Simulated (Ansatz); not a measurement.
# CH5InO2 (SMILES [CH3][In]([OH])[OH]) at BHLYP/def2-SVP (core potential)

Aim: the energy change on altering one bond length of CH5InO2 at BHLYP/def2-SVP (core potential), from 2 runs. 

Program for the calculation: Ansatz 0.2.0.

57 further runs of the same task are left out: 1 that didn't finish, 56 set aside as unsound or not needed. Runs told in other sessions of the task aren't counted.

### 1 The system as given

The species is CH5InO2 (9 atoms), meant as a singlet with charge 0. SMILES: `[CH3][In]([OH])[OH]`. Geometry: relaxed at PBE0-D4/def2-TZVP. This is one conformer, not always the lowest.

Bond lengths: C1–In2 2.127 Å, In2–O3 1.981 Å, In2–O4 1.993 Å, C1–H5 1.090 Å, C1–H6 1.090 Å, C1–H7 1.089 Å, O3–H8 0.961 Å, O4–H9 0.959 Å. Some angles: C1–In2–O3 124.7°, C1–In2–O4 129.1°, O3–In2–O4 106.2°, In2–C1–H5 109.8°, In2–C1–H6 109.5°, In2–C1–H7 109.4°, In2–O3–H8 111.0°, In2–O4–H9 114.4°, H5–C1–H6 109.0°, H5–C1–H7 109.7°.

### 2 The energy at BHLYP/def2-SVP (core potential)

in.yaml

```yaml
crystal:
  periodic: [false, false, false]
  atoms:
    - {symbol: C, position_ang: [-0.086600, 0.920200, -1.366200]}
    - {symbol: In, position_ang: [0.122900, -0.336100, 0.337800]}
    - {symbol: O, position_ang: [1.440800, -1.806000, 0.500900]}
    - {symbol: O, position_ang: [-0.898600, -0.312900, 2.048600]}
    - {symbol: H, position_ang: [-1.126400, 0.929200, -1.692800]}
    - {symbol: H, position_ang: [0.212100, 1.936300, -1.107700]}
    - {symbol: H, position_ang: [0.547500, 0.548900, -2.169800]}
    - {symbol: H, position_ang: [1.365500, -2.243400, 1.353100]}
    - {symbol: H, position_ang: [-1.577100, 0.363700, 2.096100]}
basis:
  gaussian: {orbitals: def2-SVP}
output: {orbitals: {seedname: orbitals}}
hamiltonian: {xc: {name: BHLYP}}
accuracy: high
```

The run is started by

```
$ ansatz run in.yaml --threads 1 --pin off --max-ram 3480MiB --events-out events.jsonl --progress --plain --runs-dir runs
```

Log:

```text
Warning: RAYON_NUM_THREADS=1 ignored (pool sized by the plan → 1); use --threads N
Functional definition: BHLYP
  name "BHLYP"
  parameter a = 0.5
  exchange = (1 - a)*b88_x + a*exact_x
  correlation = lyp_c
2222 factors; integrals over basis functions are off by at most 2.0e-8 eV
mean field evaluation 1: about -10367.2358 eV, gradient 7.3e1 eV
mean field evaluation 2: about -10359.5888 eV, gradient 9.6e1 eV
mean field evaluation 4: about -10377.3644 eV, gradient 3.0e0 eV
mean field evaluation 8: about -10377.7153 eV, gradient 2.2e-1 eV
mean field evaluation 16: about -10377.7155 eV, gradient 3.0e-5 eV
mean field -10377.71546388 eV, -381.3740090292 hartree, gradient 4.5e-8 eV, S^2 0.000000; 0 other end points of the search recorded, 0 dependent functions left out
reference -10377.71549384 eV, -381.3740101305 hartree; 24, 24 occupied and 69, 69 virtual orbitals, 2222 factors
Total energy: -10377.71549384 eV, -381.3740101305 hartree
```

Run time: 8.7 s. Hardware: 1 thread of Arm Neoverse V2, shared host; peak memory 0.34 GiB.

### 3 The distorted shape at the same level

job.yaml

```yaml
crystal:
  periodic: [false, false, false]
  atoms:
    - {symbol: C, position_ang: [-0.325551, 0.107351, -1.572992]}
    - {symbol: In, position_ang: [-0.116051, -1.148949, 0.131008]}
    - {symbol: O, position_ang: [1.201849, -2.618849, 0.294108]}
    - {symbol: O, position_ang: [-1.137551, -1.125749, 1.841808]}
    - {symbol: H, position_ang: [-1.365351, 0.116351, -1.899592]}
    - {symbol: H, position_ang: [0.212100, 1.936300, -1.107700]}
    - {symbol: H, position_ang: [0.308549, -0.263949, -2.376592]}
    - {symbol: H, position_ang: [1.126549, -3.056249, 1.146308]}
    - {symbol: H, position_ang: [-1.816051, -0.449149, 1.889308]}
basis:
  gaussian:
    orbitals: def2-SVP
hamiltonian:
  xc: {name: BHLYP}
accuracy: high
output: {orbitals: {seedname: orbitals}}
```

The run is started by

```
$ ansatz run job.yaml --threads 1 --pin off --max-ram 3480MiB --events-out events.jsonl --progress --plain --runs-dir runs
```

Log:

```text
Warning: RAYON_NUM_THREADS=1 ignored (pool sized by the plan → 1); use --threads N
[... 5 set-up lines as earlier in the session ...]
2220 factors; integrals over basis functions are off by at most 7.7e-9 eV
mean field evaluation 1: about -10363.0398 eV, gradient 7.3e1 eV
mean field evaluation 2: about -10353.4483 eV, gradient 1.0e2 eV
mean field evaluation 4: about -10373.8669 eV, gradient 5.8e0 eV
mean field evaluation 8: about -10374.0330 eV, gradient 2.4e-1 eV
mean field evaluation 16: about -10374.0332 eV, gradient 5.9e-5 eV
mean field -10374.03315002 eV, -381.2386864909 hartree, gradient 2.8e-8 eV, S^2 0.000000; 0 other end points of the search recorded, 0 dependent functions left out
reference -10374.03318079 eV, -381.2386876219 hartree; 24, 24 occupied and 69, 69 virtual orbitals, 2220 factors
Total energy: -10374.03318079 eV, -381.2386876219 hartree
```

Wall time 7.8 s (1 thread of Arm Neoverse V2, shared host); peak memory 0.34 GiB.

### 4 Summary of results

At BHLYP/def2-SVP (core potential):

```
                                                         quantity          value
                                        first shape: total energy  -381.37401 Eh
                                         first shape: HOMO energy       -9.33 eV
                                         first shape: LUMO energy        0.15 eV
                                       first shape: HOMO–LUMO gap        9.48 eV
                                    distorted shape: total energy  -381.23869 Eh
                                     distorted shape: HOMO energy       -9.15 eV
                                     distorted shape: LUMO energy       -1.51 eV
                                   distorted shape: HOMO–LUMO gap        7.63 eV
energy change with the C1–H6 bond stretched from 1.090 to 1.962 Å       3.682 eV
```

What this shows: With the C1–H6 bond stretched from 1.090 to 1.962 Å the energy rises by 3.68 eV (355 kJ/mol). The first shape isn't relaxed at this level, so the change isn't measured from a minimum. A restricted reference can't describe the breaking bond well at this length.
